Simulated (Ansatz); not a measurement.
This script drives Ansatz's Python interface.

`ch4ossi.py`:
```python
"""Energy of CH4OSSi against one bond angle."""

import warnings

import ansatz as az
from ase import Atoms

warnings.simplefilter("ignore", az.DeckWarning)

atoms = Atoms(["S", "C", "O", "Si", "H", "H", "H", "H"], positions=[
    [-1.9429, 0.228, 0.0081],
    [-0.4089, 0.2118, 0.6662],
    [0.567, 0.8889, -0.0927],
    [0.9817, -0.718, -0.2392],
    [-1.7546, 1.2195, -0.9366],
    [-0.3313, 0.2218, 1.7447],
    [2.2089, -1.033, 0.4656],
    [0.7723, -1.0762, -1.6718],
])

# start the scan from a relaxed geometry
first = (
    az.Crystal.molecule_from_ase(atoms).calculation()
    .basis(gaussian="6-31G*")
    .functional("r2scan")
    .relax(force_tolerance=0.02, max_steps=80)
)
atoms.positions = first.run(threads=1, pin="off").report["positions_ang"]

rows = []
for angle in [85, 95, 105, 115, 125, 140, 160]:
    bent = atoms.copy()
    bent.set_angle(1, 0, 4, angle, indices=[4])
    setup = az.Crystal.molecule_from_ase(bent).calculation()
    setup = setup.basis(gaussian="6-31G*")
    setup = setup.functional("r2scan")
    rows.append((angle, setup.run(threads=1, pin="off").report["free_energy_ev"]))
floor = min(e for _, e in rows)
for angle, e in rows:
    print(f"angle C1-S0-H4 = {angle:3d} deg   {1000 * (e - floor):9.1f} meV")
```

It is started by `python ch4ossi.py`. Estimate its wall time and peak memory on 1 thread of Arm Neoverse N1 (shared host).

It took about 3.1 min, with a peak of 0.23 GiB, for 8 runs of the engine.

```console
$ python ch4ossi.py
angle C1-S0-H4 =  85 deg       120.6 meV
angle C1-S0-H4 =  95 deg         0.0 meV
angle C1-S0-H4 = 105 deg        44.1 meV
angle C1-S0-H4 = 115 deg       234.7 meV
angle C1-S0-H4 = 125 deg       553.8 meV
angle C1-S0-H4 = 140 deg      1226.7 meV
angle C1-S0-H4 = 160 deg      2293.6 meV
```

The scan is rigid, and the energies are electronic, in a modest basis. The zero is the lowest point of the grid, which needn't be the minimum.
